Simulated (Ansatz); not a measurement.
# AlB2Sb3: the cost of one run

Program: Ansatz 0.2.0. Level of theory: DFT PBE, scalar-relativistic, plane waves, PAW, unless a step names another level. These are calculated values, not measurements.

## (1) The system as given

The structure is orthorhombic, space group Cmc2_1 (No. 36). Conventional cell: a = 11.839 Å, b = 6.828 Å, c = 6.454 Å, α = 90.00°, β = 90.00°, γ = 90.00°. Around Al (site symmetry m) lie 4 Sb at 2.66 to 2.67 Å. Around B (site symmetry 1) lie 4 Sb at 2.30 to 2.33 Å. Sb (site symmetry 1) is surrounded by 3 B at 2.30 to 2.33 Å. Sb (site symmetry m) has 2 B at 2.31 Å as nearest neighbours.

Coordinates:

```cif
data_structure
_symmetry_space_group_name_H-M 'Cmc2_1'
_symmetry_Int_Tables_number 36
_cell_length_a 11.8390
_cell_length_b 6.8279
_cell_length_c 6.4537
_cell_angle_alpha 90.000
_cell_angle_beta 90.000
_cell_angle_gamma 90.000
_cell_volume 521.69
loop_
_atom_site_label
_atom_site_type_symbol
_atom_site_symmetry_multiplicity
_atom_site_Wyckoff_symbol
_atom_site_fract_x
_atom_site_fract_y
_atom_site_fract_z
_atom_site_occupancy
Al1 Al 4 a 0.00000 0.83401 0.00046 1
B1 B 8 b 0.67280 0.84589 0.00083 1
Sb1 Sb 8 b 0.81434 0.65535 0.14030 1
Sb2 Sb 4 a 0.00000 0.21517 0.09227 1
```

It came out lowest among 31 distinct ends of the trial cells. At a tolerance of 0.02 Å it has space group Cmc2_1 (No. 36).

## (2) A stricter relaxation, on the response runs' mesh and smearing

Contents of input.yaml:

```yaml
crystal:
  lattice:
    - [5.9194994376, -3.4139592986, 0.0]
    - [5.9194994376, 3.4139592986, 0.0]
    - [0.0, 0.0, 6.4537428017]
  atoms:
    - { symbol: Al, position: [0.1659947488, 0.8340052512, 0.5004583267] }
    - { symbol: Al, position: [0.8340052512, 0.1659947488, 0.0004583267] }
    - { symbol: B, position: [0.8269117141, 0.5186821765, 0.500830335] }
    - { symbol: B, position: [0.4813178235, 0.1730882859, 0.500830335] }
    - { symbol: B, position: [0.1730882859, 0.4813178235, 0.000830335] }
    - { symbol: B, position: [0.5186821765, 0.8269117141, 0.000830335] }
    - { symbol: Sb, position: [0.1589858258, 0.4696917563, 0.6403031796] }
    - { symbol: Sb, position: [0.5303082437, 0.8410141742, 0.6403031796] }
    - { symbol: Sb, position: [0.7848312616, 0.2151687384, 0.5922746441] }
    - { symbol: Sb, position: [0.8410141742, 0.5303082437, 0.1403031796] }
    - { symbol: Sb, position: [0.4696917563, 0.1589858258, 0.1403031796] }
    - { symbol: Sb, position: [0.2151687384, 0.7848312616, 0.0922746441] }
basis:
  ecutwfc: 420
kpoints:
  mp_grid: { grid: [6, 6, 6] }
hamiltonian:
  xc: pbe
scf:
  occupations: { method: fixed }
output:
  forces: true
  stress: true
  eigenvalues: true
relax:
  adjacent_minimum: "off"
  f_tol: 0.001
  max_steps: 60
  cell: { stress_tol: 0.01 }
```

The run is started by

```bash
ansatz run input.yaml --threads 3 --pin off --max-ram 7680MiB --backend cpu --events-out ev --progress --plain --runs-dir out
```

What time and memory should one allow on 3 threads of Intel Xeon at 2.70GHz, shared host?

About 3.1 min, with a peak of 1 GiB.
